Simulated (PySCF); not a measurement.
**From one method to the next for SbCl (triplet)**

Starting from one script, swap the method and compare what comes out for SbCl (triplet).

Program: PySCF 2.14.0. Level of theory: each script names its method and basis. These are calculated values, not measurements.

3 further runs of the same task are left out: 3 that didn't finish.

## (1) Starting geometry

SbCl (triplet): 2 atoms, charge 0, spin multiplicity 3.

Bond lengths: Sb1–Cl2 2.335 Å.

## (2) Base script

The input, input.py:

```python
from pyscf import gto, dft
from pyscf.geomopt.geometric_solver import optimize

mol = gto.M(
    atom='Sb 0 0 0; Cl 0 0 2.335',
    basis='sbkjc',
    ecp={'Sb': 'sbkjc', 'Cl': 'sbkjc'},
    charge=0,
    spin=2,
    symmetry=True,
    verbose=4,
)
mf = dft.ROKS(mol, xc='mn15l')
mf.kernel()
g = mf.nuc_grad_method()
g.grid_response = True
mol_eq = optimize(g.as_scanner(), maxsteps=30)
print('optimised geometry (angstrom)')
print(mol_eq.tostring('raw'))
print('orbital energies (hartree):', mf.mo_energy[..., max(0, mol.nelec[1]-3):mol.nelec[0]+3].round(4))
```

Started as:

```sh
python input.py
```

## (3) Hf,lyp

Run 1 changes functional: mn15l → hf,lyp.

input.py: that of step 2 with these lines changed.

```diff
@@ -12,3 +12,3 @@
 )
-mf = dft.ROKS(mol, xc='mn15l')
+mf = dft.ROKS(mol, xc='hf,lyp')
 mf.kernel()
```

## (4) MP2 (UHF)

Run 2 changes step after the SCF: optimize → mp2; SCF type: ROKS → UHF; functional: mn15l → none (Hartree–Fock).

The input, input.py:

```python
from pyscf import gto, scf, mp

mol = gto.M(
    atom='Sb 0 0 0; Cl 0 0 2.335',
    basis='sbkjc',
    ecp={'Sb': 'sbkjc', 'Cl': 'sbkjc'},
    charge=0,
    spin=2,
    symmetry=True,
    verbose=4,
)
mf = scf.UHF(mol)
mf.kernel()
mp.MP2(mf).kernel()
mf.dip_moment()
print('orbital energies (hartree):', [e[max(0, n-3):n+3].round(4) for e, n in zip(mf.mo_energy, mol.nelec)])
```

Before running it: what results should come out? Wanted: for each run, E(SCF); from base; gap, α spin; SCF dipole; after the SCF.

**Answer**, as computed:

```
      run  E(SCF) (hartree)  from base (eV)  cycles  gap, α spin (eV)  SCF dipole (D)              after the SCF
     base        -20.256864               0       9               n/a             n/a    bond 2.470 Å, -0.112 eV
   hf,lyp        -20.266533  not comparable       8               n/a             n/a    bond 2.425 Å, -0.055 eV
MP2 (UHF)        -19.983847  not comparable      10             10.11            3.57  MP2 correlation -1.266 eV
```

SCF columns refer to the geometry typed in the script.

**Reading.** A lower total energy from another functional means nothing by itself.
